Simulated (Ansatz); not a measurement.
# H₂Se₂: a ladder of functionals and wavefunction methods

How much do the methods differ for H₂Se₂? The plan is to run it at one geometry with functionals of several rungs and with coupled cluster. The yardstick is the atomisation energy at the CCSD(T) limit.

Method: functionals in def2-TZVPP, the program's frozen cores in correlated methods; program: Ansatz 0.2.0, Gaussian basis.

The runs, in order: LDA (SPW92), PBE-D4, revPBE-D4, BLYP-D4, r2SCAN-D4, B97M-V, PBE0-D4, B3LYP-D4, r2SCANh-D4, r2SCAN0-D4, HSE06-D4, BHLYP-D4, CAM-B3LYP-D4, LC-ωPBE, ωB97X-V, ωB97M-V, B2PLYP, PBE-QIDH; CCSD(T)/def2-SVP; CCSD(T)/def2-TZVPP; MP2/def2-QZVPP; extrapolation to the limit; RPA on PBE.

## Step 1: The geometry

The geometry comes from an earlier relaxation with PBE0-D4 in a triple-zeta def2 set; it is a stationary point.

SMILES `[SeH][SeH]`, 4 atoms, charge 0, spin multiplicity 1.

Atoms are counted from 1 here; the program's logs count them from 0.

Bond lengths: Se1–Se2 2.324 Å, Se1–H3 1.473 Å, Se2–H4 1.473 Å. Angles: Se2–Se1–H3 96.5°, Se1–Se2–H4 96.5°.

## Step 2: LDA

This LDA is Slater exchange with PW92 correlation.

in.yaml reads:

```yaml
crystal:
  periodic: [false, false, false]
  atoms:
    - {symbol: Se, position_ang: [0.511272, -1.130505, 0.346454]}
    - {symbol: Se, position_ang: [0.482949, 1.166113, -0.010764]}
    - {symbol: H, position_ang: [-0.809206, -1.214934, 0.993381]}
    - {symbol: H, position_ang: [-0.129614, 1.119125, -1.349370]}
basis:
  gaussian: {orbitals: def2-TZVPP}
hamiltonian: {xc: lda}
output: {orbitals: {seedname: orbitals}}
```

Command:

```
$ ansatz run in.yaml --threads 2 --pin off --events-out ev --progress --plain --max-ram 4352MiB
```

After this run come: PBE-D4 (GGA); revPBE-D4 (GGA); BLYP-D4 (GGA); r2SCAN-D4 (meta-GGA); B97M-V (meta-GGA); B3LYP-D4 (hybrid); r2SCANh-D4 (hybrid); r2SCAN0-D4 (hybrid); HSE06-D4 (hybrid); BHLYP-D4 (hybrid); CAM-B3LYP-D4 (range-separated); LC-ωPBE (range-separated); ωB97X-V (range-separated); ωB97M-V (range-separated); B2PLYP (double hybrid); PBE-QIDH (double hybrid); CCSD(T) in def2-SVP; CCSD(T) in def2-TZVPP; MP2 in def2-QZVPP; RPA on PBE orbitals.

**Question.** What will the summary of the whole plan be? Wanted: atomisation energy, CCSD(T)/CBS; farthest beyond LDA; mean size of error, GGA; mean size of error, meta-GGA; mean size of error, hybrid; mean size of error, range-separated; mean size of error, double hybrid; gap, smallest and largest; T1 diagnostic.

As calculated:

| quantity | value |
| --- | --- |
| atomisation energy, CCSD(T)/CBS | 909.8 kJ/mol |
| functionals within 9.1 kJ/mol (1.0 %) | BLYP-D4, r2SCAN-D4, ωB97X-V |
| farthest beyond LDA | LC-ωPBE (-56.8 kJ/mol) |
| mean size of error, GGA | 11.4 kJ/mol |
| mean size of error, meta-GGA | 8.1 kJ/mol |
| mean size of error, hybrid | 23.8 kJ/mol |
| mean size of error, range-separated | 27.9 kJ/mol |
| mean size of error, double hybrid | 32.7 kJ/mol |
| gap, smallest and largest | 3.39 eV (LDA (SPW92)), 10.41 eV (LC-ωPBE) |
| T1 diagnostic | 0.0085 |
| triples share of the correlation energy | 3.6 % |

What this shows: LDA overbinds by 166.9 kJ/mol (18 %). PBE-D4 misses by +10.6 kJ/mol. Double hybrids carry the basis error of their MP2 part in triple zeta, and no dispersion term here, so their miss is partly the set-up's. Taken by rung, meta-GGA functionals do best (8.1 kJ/mol on average) and double hybrid ones worst beyond LDA (32.7 kJ/mol). The gap between the best rungs is small, so their order is not settled. Misses under about 9.1 kJ/mol are within the doubt on the reference itself, which lacks core-valence correlation, relativity and higher excitations, and its outer-core shells are covered unevenly. All levels share the lack of spin-orbit coupling, which lowers the free heavy atoms and so the true binding. Hartree-Fock recovers 60 % of the binding; the rest is correlation. CCSD(T) in def2-SVP is off by -107.3 kJ/mol, more than most functionals: a good method in a small basis is no reference. The gap grows from 3.4 to 10.4 eV across the functionals, mostly with the share of exact exchange. Correlated methods include outer-core shells of Se, which these sets cover unevenly.
